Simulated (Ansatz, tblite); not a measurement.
## A script for NiSO (GFN1-xTB)

These are simulated results from tblite 0.8.0, not measurements. The cell was built from a prototype and was relaxed with r2SCAN in plane waves (Ansatz 0.2.0). It may be hypothetical. It is a single sheet, repeated along a and b, with vacuum along c. All runs are without spin polarisation, and a magnetic state may lie lower.

The sheet's in-plane cell has a = 3.414 Å, b = 3.414 Å (γ = 120.0°), and its outermost atoms lie 1.69 Å apart along the normal. Ni has 3 O at 2.14 Å and 3 S at 2.15 Å; O has 1 S at 1.69 Å and 3 Ni at 2.14 Å; S has 1 O at 1.69 Å and 3 Ni at 2.15 Å.

tblite solves periodic systems at the zone centre alone, so the script builds a cluster of 3×3×1 conventional cells (27 atoms), which folds in a coarse mesh of k points.

run.py reads:

```python
import json
from ase import Atoms
from ase.build import make_supercell
from ase.units import Bohr, GPa, Hartree
from tblite.interface import Calculator

atoms = Atoms(['Ni', 'O', 'S'],
              cell=[[3.4144144, 0.0, 0.0], [-1.7072072, 2.95696961, 0.0], [0.0, 0.0, 29.0965856]],
              scaled_positions=[[0.333333333, 0.666666667, 0.309397712], [0.666666667, 0.333333333, 0.33837424], [0.666666667, 0.333333333, 0.280171978]],
              pbc=True)
cluster = make_supercell(atoms, [[3, 0, 0], [0, 3, 0], [0, 0, 1]])
calc = Calculator('GFN1-xTB', cluster.numbers, cluster.positions / Bohr, lattice=cluster.cell[:] / Bohr, periodic=cluster.pbc)
calc.set('temperature', 0.02 / Hartree)
calc.set('max-iter', 150)
res = calc.singlepoint()
levels = res.get('orbital-energies') * Hartree
nv = round(res.get('orbital-occupations').sum() / 2)
cells = len(cluster) // len(atoms)
out = {'energy_per_cell': res.get('energy') * Hartree / cells, 'homo': levels[nv - 1], 'lumo': levels[nv],
       'stress': (-res.get('virial') * Hartree / cluster.get_volume() / GPa).tolist(), 'charges': res.get('charges')[:len(atoms)].tolist(), 'electrons': 2 * nv / cells}
json.dump(out, open('results.json', 'w'))
for key, value in out.items():
    print(key, value)
```

Command: `python run.py`. It took 0.7 s on 1 thread of Arm Neoverse V2, with other jobs on the host, peak memory 0.098 GiB.

What it printed:

```
------------------------------------------------------------
  cycle        total energy    energy error   density error
------------------------------------------------------------
      1     -109.1883612688  -1.0920045E+02   8.5825718E-01
      2     -105.4630173323   3.7253439E+00   6.8658061E-01
      3     -106.2831584805  -8.2014115E-01   7.5725271E-01
      4     -110.8385274602  -4.5553690E+00   3.5701212E-01
      5     -112.6707544347  -1.8322270E+00   8.8779988E-02
      6     -112.6602591712   1.0495263E-02   1.8376168E-01
      7     -112.6754302124  -1.5171041E-02   1.4517573E-02
      8     -112.6766331880  -1.2029756E-03   7.0315101E-03
      9     -112.6769535946  -3.2040656E-04   5.4069535E-03
     10     -112.6769657345  -1.2139907E-05   2.0742642E-03
     11     -112.6769763220  -1.0587509E-05   1.8103766E-03
     12     -112.6770012474  -2.4925363E-05   3.2285753E-04
     13     -112.6770022405  -9.9314273E-07   1.1951312E-04
     14     -112.6770023677  -1.2718115E-07   5.7291215E-05
     15     -112.6770023812  -1.3567430E-08   4.7944268E-05
     16     -112.6770024218  -4.0587580E-08   2.9937960E-06
------------------------------------------------------------

 total:                                   0.252 sec
energy_per_cell -340.67748988544986
homo -10.461541855696215
lumo -10.46154185568276
stress [[0.9852597144151805, 7.324264161206777e-08, 7.850854766207467e-09], [7.324264160502295e-08, 0.9852597963238867, -4.454394319219295e-09], [7.850854782783877e-09, -4.454394317574239e-09, -0.9948375720859559]]
charges [0.23241493119085121, -0.3295676046989138, 0.09714723840462755]
electrons 22.0
```

The cycle table is in hartree for the whole cluster, and the lines after it are in eV (the energy for one cell). The printed stress is in GPa and positive in compression, and the pressure is its mean diagonal, here averaged over the vacuum too.

GFN1-xTB gives no gap at the points read. On the same cell, plane-wave PBE (Ansatz, 12×12×1 k points and the special points) gives a gap of 0.42 eV and r2SCAN a gap of 0.30 eV; on shared hosts these took about 12 and 33 core-seconds on the 3-atom cell, against 0.7 for the script. Semilocal gaps usually lie below measured ones.

xTB was fitted mostly to molecules, and a small cluster samples few k points, so gaps, pressures and kinks along a curve can be far from a solid's.
